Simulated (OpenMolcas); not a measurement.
**Au³⁺ among point charges: CASSCF and CASPT2 levels and susceptibility**

How does a field of 2 point charges split the states of Au³⁺, and what χT follows?

The numbers are computed with OpenMolcas 26.06 (state-averaged CASSCF and CASPT2, spin-orbit coupling by RASSI with atomic mean-field integrals), except any that are marked as measured or tabulated.

### 1 What is computed

| Property | Result |
| --- | --- |
| Species | Au³⁺ (gold, Z = 79, 76 electrons) |
| Basis | ANO-RCC-VDZP [7s6p4d2f], 59 functions |
| Scalar Hamiltonian | DKH2, point nucleus |
| Inactive shells | 1s 2s 2p 3s 3p 3d 4s 4p 4d 4f 5s 5p |
| Active space | 8 electrons in 5 orbitals (5d) |
| Some configurations of this space | 5d⁸ |
| Orbitals | optimised for each spin and parity, averaged over all roots |

The outer shells:

5d8
```
5d [↑↓][↑↓][↑↓][↑ ][↑ ]
```

The ion sits among 2 point charges of -1 e arranged as a linear pair (D∞h), 1.88 Å from the ion.

The work runs as a chain of OpenMolcas steps in one folder; each step below is one input file. Labels, J, g values, rates, χT and fits are worked out afterwards by a script from the matrices that RASSI stores. The input lists half of the charges; inversion (Group=XYZ) makes the rest.

### 2 One- and two-electron integrals

File a.inp:

```
&GATEWAY
Coord
1

Au 0.0 0.0 0.0
Basis=ANO-RCC-VDZP
Group=XYZ
NoMove
AngMom=0.0 0.0 0.0
AMFI
XField
1 Angstrom 0
0.000000 0.000000 1.880000 -1.000000
&SEWARD
```

On the command line:

```console
> OMP_NUM_THREADS=1 MOLCAS_MEM=1689 MOLCAS_PROJECT=a pymolcas a.inp > a.log
```

The log of the run:

```text
Basis set label: AU.ANO-RCC...7S6P4D2F.

      Electronic valence basis set:
      ------------------
      Associated Effective Charge  79.000000 au
      Associated Actual Charge     79.000000 au
      Nuclear Model: Point charge

      Shell  nPrim  nBasis  Cartesian Spherical Contaminant
         s      24       7        X
         p      21       6        X
         d      15       4                 X
         f      11       2                 X
                  Relativistic Douglas-Kroll-Hess integrals:
                    - DKH order of Hamiltonian: 2
                    - DKH order of Properties : 0
                  Atomic mean-field integrals
```

### 3 CASSCF: triplets of even parity, 10 roots

File a.inp:

```
&RASSCF
FileOrb=start.orb
Symmetry=1
Spin=3
nActEl=8 0 0
Inactive=15 19
Ras2=5 0
CIRoot=10 10 1
SDav=10
CIMx=300
Iter=120 100
PrWF=0.3
OrbListing=Nothing
MaxOrb=0
>>> COPY $Project.JobIph JOB001
```

start.orb holds the contracted functions of the basis, ordered by shell, or the orbitals of the step before.

The log of the run, shortened:

```text
[...]
      Number of active orbitals                  5
[...]
      Spin quantum number                      1.0
[...]
      Active orbitals                            5   0
[...]
      Number of CSFs                            10
      Number of root(s) required                10
[...]
      Convergence after 10 iterations
[...]
      Natural orbitals and occupation numbers for root  1
      sym 1:   1.883849   1.116151   1.116151   1.883849   2.000000
      Natural orbitals and occupation numbers for root  2
      sym 1:   1.883849   1.883849   2.000000   1.116151   1.116151
      Natural orbitals and occupation numbers for root  3
      sym 1:   1.946061   1.053939   2.000000   1.053939   1.946061
::    RASSCF root number  1 Total energy: -18993.21346886
::    RASSCF root number  2 Total energy: -18993.21346886
::    RASSCF root number  3 Total energy: -18993.20717093
[...]
::    RASSCF root number  7 Total energy: -18993.18279831
::    RASSCF root number  8 Total energy: -18993.14072051
::    RASSCF root number  9 Total energy: -18993.14072051
::    RASSCF root number 10 Total energy: -18993.09571214
```

### 4 Reference wave functions, singlets of even parity, 15 roots

File a.inp:

```
&RASSCF
FileOrb=start.orb
Symmetry=1
Spin=1
nActEl=8 0 0
Inactive=15 19
Ras2=5 0
CIRoot=15 15 1
SDav=15
CIMx=300
Iter=120 100
PrWF=0.3
OrbListing=Nothing
MaxOrb=0
>>> COPY $Project.JobIph JOB002
```

On the command line:

```console
> OMP_NUM_THREADS=1 MOLCAS_MEM=1689 MOLCAS_PROJECT=a pymolcas a.inp > a.log
```

The log of the run, shortened:

```text
[...]
      Number of active orbitals                  5
[...]
      Spin quantum number                      0.0
[...]
      Active orbitals                            5   0
[...]
      Number of CSFs                            15
      Number of root(s) required                15
[...]
      Convergence after  7 iterations
[...]
      Natural orbitals and occupation numbers for root  1
      sym 1:   1.900874   1.994100   1.900874   1.994100   0.210054
      Natural orbitals and occupation numbers for root  2
      sym 1:   1.063665   1.063665   2.000000   1.936335   1.936335
      Natural orbitals and occupation numbers for root  3
      sym 1:   1.936335   1.936335   2.000000   1.063665   1.063665
::    RASSCF root number  1 Total energy: -18993.17976578
::    RASSCF root number  2 Total energy: -18993.16291676
::    RASSCF root number  3 Total energy: -18993.16291676
[...]
::    RASSCF root number 12 Total energy: -18993.09828110
::    RASSCF root number 13 Total energy: -18993.06805420
::    RASSCF root number 14 Total energy: -18993.06805420
::    RASSCF root number 15 Total energy: -18992.97463091
```

### 5 RASSI: spin-orbit coupling between the states

File a.inp:

```
&RASSI
NrOfJobIphs=2 10 15
1 2 3 4 5 6 7 8 9 10
1 2 3 4 5 6 7 8 9 10 11 12 13 14 15
IphNames
JOB001
JOB002
EJob
SpinOrbit
DIPRint=1.0
SOCoupling=1000.0
Subsets=2
Property=9
'ANGMOM' 1 'ANGMOM' 2 'ANGMOM' 3 'MLTPL  1' 1 'MLTPL  1' 2 'MLTPL  1' 3
'AMFI' 1 'AMFI' 2 'AMFI' 3
SOProperty=3
'ANGMOM' 1 'ANGMOM' 2 'ANGMOM' 3
```

On the command line:

```console
> OMP_NUM_THREADS=1 MOLCAS_MEM=1689 MOLCAS_PROJECT=a pymolcas a.inp > a.log
```

The log of the run:

```text
SPIN-FREE ENERGIES:
  (Shifted by EMIN (a.u.) =     -18993.2134688638)

 SF State       Relative EMIN(au)   Rel lowest level(eV)    D:o, cm**(-1)      L_eff

     1             0.0000000000        0.0000000000              0.0000         2.8
     2             0.0000000000        0.0000000000              0.0000         2.8
     3             0.0062979293        0.1713753873           1382.2357         2.9
     4             0.0104084359        0.2832279704           2284.3876         3.0
     5             0.0104084359        0.2832279704           2284.3876         3.0
     6             0.0306705579        0.8345883987           6731.4094         3.0
     7             0.0306705579        0.8345883987           6731.4094         3.0
    11             0.0337030822        0.9171075879           7396.9715         3.0
    12             0.0505521044        1.3755928375          11094.9045         3.2
    13             0.0505521044        1.3755928375          11094.9045         3.2
    14             0.0662153109        1.8018103998          14532.5809         2.3
    15             0.0662153109        1.8018103998          14532.5809         2.3
     8             0.0727483526        1.9795835222          15966.4179         1.4
     9             0.0727483526        1.9795835222          15966.4179         1.4
    16             0.0920102462        2.5037263480          20193.9149         3.8
    17             0.0920102462        2.5037263480          20193.9149         3.8
    18             0.0926747615        2.5218087312          20339.7591         3.2
    19             0.0958227194        2.6074690290          21030.6560         3.1
    20             0.0958227194        2.6074690290          21030.6560         3.1
    21             0.1151877603        3.1344186360          25280.7912         4.0
    22             0.1151877603        3.1344186360          25280.7912         4.0
    10             0.1177567275        3.2043237939          25844.6143         1.2
    23             0.1454146661        3.9569346452          31914.8302         4.0
    24             0.1454146661        3.9569346452          31914.8302         4.0
    25             0.2388379537        6.4991118084          52418.8718         0.3
     Dipole printing threshold changed to   1.00000000E+00
Eigenvalues of complex Hamiltonian:
   -----------------------------------
  (Shifted by EMIN (a.u.) =     -18993.2134688638)

 SO State       Relative EMIN(au)   Rel lowest level(eV)    D:o, cm**(-1)     J-value

     1            -0.0453278473        0.0000000000              0.0000         3.7
     2            -0.0431008418        0.0605999084            488.7712         3.7
     3            -0.0431008418        0.0605999082            488.7712         3.7
     4            -0.0405116173        0.1310562955           1057.0403         3.3
     5            -0.0405116173        0.1310562954           1057.0403         3.3
     6            -0.0305269795        0.4027521307           3248.4150         2.8
     7            -0.0305269795        0.4027521307           3248.4150         2.8
     8            -0.0136357772        0.8623851620           6955.6054         1.5
     9            -0.0136357772        0.8623851620           6955.6054         1.5
    10             0.0011686308        1.2652336247          10204.7974         2.3
    11             0.0018329135        1.2833096783          10350.5906         1.6
    12             0.0018329135        1.2833096784          10350.5906         1.6
    13             0.0133590500        1.5969518312          12880.2852         2.8
    14             0.0153980444        1.6524356958          13327.7927         2.2
    15             0.0153980446        1.6524356993          13327.7927         2.2
    16             0.0220170405        1.8325477546          14780.4944         2.6
    17             0.0220170404        1.8325477522          14780.4944         2.6
    18             0.0329831778        2.1309515528          17187.2834         2.1
    19             0.0329831778        2.1309515528          17187.2834         2.1
    20             0.0403937920        2.3326046379          18813.7252         1.3
    21             0.0403937920        2.3326046379          18813.7252         1.3
    22             0.0514550156        2.6335958663          21241.3832         1.7
    23             0.0514550157        2.6335958667          21241.3832         1.7
    24             0.0641438266        2.9788760018          24026.2553         3.3
    25             0.0708191718        3.1605213992          25491.3242         1.3
    26             0.0708191718        3.1605213990          25491.3242         1.3
    27             0.0736750793        3.2382346020          26118.1235         2.0
    28             0.0756159927        3.2910495458          26544.1047         3.6
    29             0.0756159931        3.2910495569          26544.1048         3.6
    30             0.0856619238        3.5644132560          28748.9317         1.4
    31             0.0937863406        3.7854898994          30532.0351         1.6
    32             0.0945308482        3.8057489844          30695.4356         3.4
    33             0.0945308482        3.8057489844          30695.4356         3.4
    34             0.1200933830        4.5013409918          36305.7635         1.2
    35             0.1200933831        4.5013409932          36305.7636         1.2
    36             0.1201273205        4.5022644774          36313.2120         2.8
    37             0.1201273205        4.5022644774          36313.2120         2.8
    38             0.1259539874        4.6608161619          37592.0175         1.2
    39             0.1259539874        4.6608161619          37592.0175         1.2
    40             0.1333770162        4.8628070654          39221.1840         2.2
    41             0.1383802554        4.9989521385          40319.2681         2.0
Weights of the five most important spin-orbit-free states for each spin-orbit state.

 SO State  Total energy (au)           Spin-free states, spin, and weights
 -------------------------------------------------------------------------------------------------------
    1        -0.045328       3 1.0  0.3803    1 1.0  0.2454    2 1.0  0.2454   11 0.0  0.1251   18 0.0  0.0024
    2        -0.043101       2 1.0  0.3895    3 1.0  0.3380    1 1.0  0.0843   12 0.0  0.0607    4 1.0  0.0529
    3        -0.043101       1 1.0  0.3895    3 1.0  0.3380    2 1.0  0.0843   13 0.0  0.0607    5 1.0  0.0529
    4        -0.040512       2 1.0  0.3151    1 1.0  0.3151    4 1.0  0.2149    5 1.0  0.0709   15 0.0  0.0180
    5        -0.040512       2 1.0  0.3151    1 1.0  0.3151    5 1.0  0.2149    4 1.0  0.0709   14 0.0  0.0180
    6        -0.030527       4 1.0  0.4097    5 1.0  0.4097    7 1.0  0.0751    6 1.0  0.0732   21 0.0  0.0163
    7        -0.030527       4 1.0  0.4097    5 1.0  0.4097    6 1.0  0.0751    7 1.0  0.0732   22 0.0  0.0163
    8        -0.013636       6 1.0  0.4863    7 1.0  0.4863   23 0.0  0.0137   24 0.0  0.0137   15 0.0  0.0000
    9        -0.013636       6 1.0  0.4863    7 1.0  0.4863   24 0.0  0.0137   23 0.0  0.0137   15 0.0  0.0000
   10         0.001169       3 1.0  0.3550   11 0.0  0.3286   18 0.0  0.1150    8 1.0  0.0480    9 1.0  0.0480
   11         0.001833       5 1.0  0.3837   14 0.0  0.2449    9 1.0  0.0964    8 1.0  0.0964    1 1.0  0.0589
   12         0.001833       4 1.0  0.3837   15 0.0  0.2449    9 1.0  0.0964    8 1.0  0.0964    2 1.0  0.0589
```

These steps: 7.2 s of run time, 1 thread of Intel Xeon Platinum 8375C at 2.90GHz (Ice Lake), shared host.

Spin-free states, with their symmetry labels:

```
 state  degeneracy  E (cm-1)  free-ion L (%)
   3Pi           2         0          F (86)
3Sigma           1      1382          F (95)
3Delta           2      2284         F (100)
  3Phi           2      6731         F (100)
1Sigma           1      7397          D (52)
   1Pi           2     11095          G (53)
1Delta           2     14533          D (88)
   3Pi           2     15966          P (86)
1Delta           2     20194          G (88)
1Sigma           1     20340          G (55)
   1Pi           2     21031          D (53)
  1Phi           2     25281         G (100)
3Sigma           1     25845          P (95)
1Gamma           2     31915         G (100)
1Sigma           1     52419          S (94)
```

With spin-orbit coupling:

```
E (cm-1)  Degeneracy  2S+1               g
     0.0           1     3                
   488.8           2     3  0.00 0.00 2.47
    1057           2     3  0.00 0.00 5.21
    3248           2     3  0.00 0.00 7.64
    6956           2     3  0.00 0.00 9.95
   10205           1     3                
   10351           2     3  0.00 0.00 4.61
   12880           1     3                
   13328           2     3  0.00 0.00 2.46
   14780           2     3  0.00 0.00 1.72
   17187           2     3  0.00 0.00 3.82
   18814           2     3  0.00 0.00 6.32
   21241           2     3  0.00 0.00 1.70
   24026           1     1                
   25491           2     3  0.00 0.00 4.76
   26118           1     3                
   26544           2     1  0.00 0.00 1.96
   28749           1     3                
   30532           1     3                
   30695           2     1  0.00 0.00 3.93
   36306           2     3  0.00 0.00 3.20
   36313           2     1  0.00 0.00 6.05
   37592           2     1  0.00 0.00 3.67
   39221           1     3
```

Principal g values are given for doublets only; a zero marks a field direction without first-order Zeeman splitting.

Powder χT (cm³ K/mol): 0.02 at 2 K, 0.05 at 5 K, 0.10 at 10 K, 0.19 at 20 K, 0.48 at 50 K, 0.95 at 100 K, 1.40 at 150 K, 1.80 at 200 K, 2.12 at 250 K, 2.36 at 300 K.

### 6 CASPT2: IPEA 0.25, imaginary shift 0.1 (closed shells correlated: 5s 5p)

File a.inp:

```
>>> COPY JOB001 $Project.JobIph
&CASPT2
Multistate=10 1 2 3 4 5 6 7 8 9 10
NoMult
Frozen=14 16
IPEA=0.25
Imaginary=0.1
MaxIter=60
WThr=0.0 0.3 0.05
PrWF=0.5
NoMix
>>> COPY JOB002 $Project.JobIph
&CASPT2
Multistate=15 1 2 3 4 5 6 7 8 9 10 11 12 13 14 15
NoMult
Frozen=14 16
IPEA=0.25
Imaginary=0.1
MaxIter=60
WThr=0.0 0.3 0.05
PrWF=0.5
NoMix
```

The log of the run, shortened:

```text
[...]
      Active orbitals                            5   0
[...]
      E2 (Variational):          -0.2522558371
      Total energy:          -18993.4657247009
[...]
::    CASPT2 Root  1     Total energy: -18993.46572470
::    CASPT2 Root  2     Total energy: -18993.46572468
[...]
::    CASPT2 Root 12     Total energy: -18993.35669487
::    CASPT2 Root 13     Total energy: -18993.32419448
::    CASPT2 Root 14     Total energy: -18993.32419361
::    CASPT2 Root 15     Total energy: -18993.24988135
```

This run took 2.7 s in all on 1 thread of Intel Xeon Platinum 8375C at 2.90GHz (Ice Lake), shared host.

SS-CASPT2: lowest energy less the reference's lowest, -0.2523 hartree; reference weights 0.941 to 0.949.

States without spin-orbit coupling:

| state | degeneracy | E (cm-1) | free-ion L (%) |
| --- | --- | --- | --- |
| 3Pi | 2 | 0 | F (86) |
| 3Sigma | 1 | 1621 | F (95) |
| 3Delta | 2 | 3056 | F (100) |
| 3Phi | 2 | 6954 | F (100) |
| 1Sigma | 1 | 7391 | D (52) |
| 1Pi | 2 | 10074 | G (53) |
| 1Delta | 2 | 12619 | D (88) |
| 3Pi | 2 | 14691 | P (86) |
| 1Sigma | 1 | 18686 | G (55) |
| 1Delta | 2 | 18990 | G (88) |
| 1Pi | 2 | 19332 | D (53) |
| 1Phi | 2 | 23927 | G (100) |
| 3Sigma | 1 | 24929 | P (95) |
| 1Gamma | 2 | 31062 | G (100) |
| 1Sigma | 1 | 47372 | S (94) |

With spin-orbit coupling:

```
E (cm-1)  Degeneracy  2S+1               g
       0           1     3                
     470           2     3  0.00 0.00 2.47
    1080           2     3  0.00 0.00 5.25
    3780           2     3  0.00 0.00 7.62
    7060           2     3  0.00 0.00 9.95
    9690           2     3  0.00 0.00 4.58
    9820           1     3                
   12540           2     3  0.00 0.00 2.27
   12800           1     3                
   15000           2     3  0.00 0.00 2.06
   16950           2     3  0.00 0.00 3.89
   19040           2     3  0.00 0.00 6.34
   20660           2     3  0.00 0.00 1.62
   23320           1     1                
   24610           2     3  0.00 0.00 4.82
   25360           1     3                
   25470           2     1  0.00 0.00 1.92
   27390           1     3                
   28740           1     3                
   29470           2     1  0.00 0.00 3.91
   34950           2     1  0.00 0.00 6.05
   35260           2     3  0.00 0.00 3.16
   36680           2     3  0.00 0.00 3.55
   38020           1     3
```

Powder χT (cm³ K/mol): 0.02 at 2 K, 0.05 at 5 K, 0.10 at 10 K, 0.20 at 20 K, 0.49 at 50 K, 0.98 at 100 K, 1.44 at 150 K, 1.83 at 200 K, 2.14 at 250 K, 2.38 at 300 K.

### 7 The methods side by side

A. CASSCF
B. SS-CASPT2, IPEA 0.25, imaginary shift 0.1 (closed shells correlated: 5s 5p)

| method | ground state | first state of that spin (cm-1) | first gap with spin-orbit (cm-1) | χT at 300 K |
| --- | --- | --- | --- | --- |
| A | 3Pi | 3Sigma 1382 | 488.8 | 2.36 |
| B | 3Pi | 3Sigma 1621 | 473.7 | 2.38 |

### 8 What came out

```
                                            quantity                                                                        value
                                              method  SS-CASPT2, IPEA 0.25, imaginary shift 0.1 (closed shells correlated: 5s 5p)
                              spin-free ground state                                              3Pi, 2-fold in its orbital part
first state of the same spin within the active space                                                          3Sigma at 1620 cm⁻¹
                                        lowest level                                                                       1-fold
                                          next level                                                                   473.7 cm⁻¹
                                         χT at 300 K                                                               2.38 cm³ K/mol
                           effective moment at 300 K                                                                      4.36 μB
```

Cost by method:

```
                                              method  time of its own steps  time with the reference
                                           A. CASSCF                  7.2 s                    7.2 s
B. SS-CASPT2, IPEA 0.25, imaginary shift 0.1, +5s 5p                  2.7 s                    9.9 s
```

Times are of one thread on a shared host.

What this shows: The spin-free ground state (3Pi) comes to 86 % from free-ion F terms and keeps the highest spin of the shell. χT at 300 K is 2.38, against 1.00 cm³ K/mol for the spin alone, so orbital moment adds to it. The field of point charges can differ much from that of real complexes. Point charges carry no covalency, so the field is a model and not that of real ligands.
